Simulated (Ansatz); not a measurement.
**Cr(NH2)3 (CrN3H6): structure and electronic state**

Aim: characterise Cr(NH2)3 (CrN3H6) as a quartet: its structure, frontier levels and distribution of charge and spin.

Method: UKS PBE0-D4/def2-TZVP; program: Ansatz 0.2.0, Gaussian basis.

Plan: relaxation at r2SCAN-D4/def2-SVP; a search for the lowest solution at PBE-D4/def2-SVP; a single point at PBE0-D4/def2-TZVP.

### Step 1. The starting structure

10 atoms, charge 0, spin multiplicity 4.

Atoms are counted from 1 here; the program's logs count them from 0.

Bond lengths: Cr1–N2 1.823 Å, Cr1–N5 1.822 Å, Cr1–N8 1.822 Å, N2–H3 1.018 Å, N2–H4 1.018 Å, N5–H6 1.018 Å, N5–H7 1.017 Å, N8–H9 1.018 Å, N8–H10 1.018 Å. Angles: N2–Cr1–N5 120.1°, N2–Cr1–N8 120.0°, N5–Cr1–N8 119.9°, Cr1–N2–H3 126.7°, Cr1–N2–H4 126.7°, H3–N2–H4 106.5°, Cr1–N5–H6 126.8°, Cr1–N5–H7 126.6°, H6–N5–H7 106.6°, Cr1–N8–H9 126.8°, Cr1–N8–H10 126.7°, H9–N8–H10 106.5°.

Formally the metal is d3. No spin-orbit coupling is included.

The start is a GFN2-xTB geometry.

### Step 2. Optimising with r2SCAN-D4/def2-SVP

in.yaml

```yaml
crystal:
  periodic: [false, false, false]
  atoms:
    - {symbol: Cr, position_ang: [-0.000050, 0.000160, 0.000710]}
    - {symbol: N, position_ang: [1.822660, -0.006830, -0.008520]}
    - {symbol: H, position_ang: [2.426940, -0.005760, -0.827240]}
    - {symbol: H, position_ang: [2.435540, -0.008750, 0.803700]}
    - {symbol: N, position_ang: [-0.907960, 1.580410, 0.004530]}
    - {symbol: H, position_ang: [-1.205120, 2.110650, 0.820730]}
    - {symbol: H, position_ang: [-1.212210, 2.107680, -0.810680]}
    - {symbol: N, position_ang: [-0.916260, -1.574890, 0.004990]}
    - {symbol: H, position_ang: [-1.211520, -2.105250, 0.821640]}
    - {symbol: H, position_ang: [-1.232010, -2.097430, -0.809860]}
basis:
  gaussian: {orbitals: def2-SVP}
magnetization: {spin_polarized: true, initial_magnetization: 3}
hamiltonian: {xc: r2scan, dispersion: d4}
scf: {lower_state_search: "off"}
output: {orbitals: {seedname: orbitals}}
relax: {f_tol: 0.02, max_steps: 100}
```

The run is started by

```console
ansatz run in.yaml --threads 4 --pin off --events-out ev --progress --plain --max-ram 8704MiB
```

The runs that follow: Searching for the lowest solution, PBE-D4/def2-SVP; Single point, PBE0-D4/def2-TZVP.

Before running them: what should the planned runs give, taken together? Wanted: point group; near neighbours of the metal; HOMO, LUMO at PBE0-D4/def2-TZVP; ⟨S²⟩; charge on the metal; spin on the metal; dipole at r2SCAN-D4/def2-SVP.

**Answer**, as computed:

| quantity | value |
| --- | --- |
| point group | D3 |
| near neighbours of the metal | N 1.83, N 1.83, N 1.83 Å |
| HOMO, LUMO at PBE0-D4/def2-TZVP (over both spins) | -6.06, -0.92 eV |
| ⟨S²⟩ | 3.811 |
| charge on the metal (Mulliken, PBE0-D4/def2-TZVP) | +1.24 e |
| spin on the metal (Mulliken) | 3.35 |
| dipole at r2SCAN-D4/def2-SVP | 0.00 D |

What this shows: The molecule keeps its bonding pattern by the stored test; the atoms moved 0.25 Å (rms). Of 3 unpaired electrons, 3.35 sit on the metal by Mulliken's count, more than all: the ligands carry opposite spin. The Mulliken charge of the metal, +1.24 e, depends on the basis and isn't its oxidation state. No usable vibrations, so a minimum isn't proven. Whether this spin is the lowest isn't tested here.
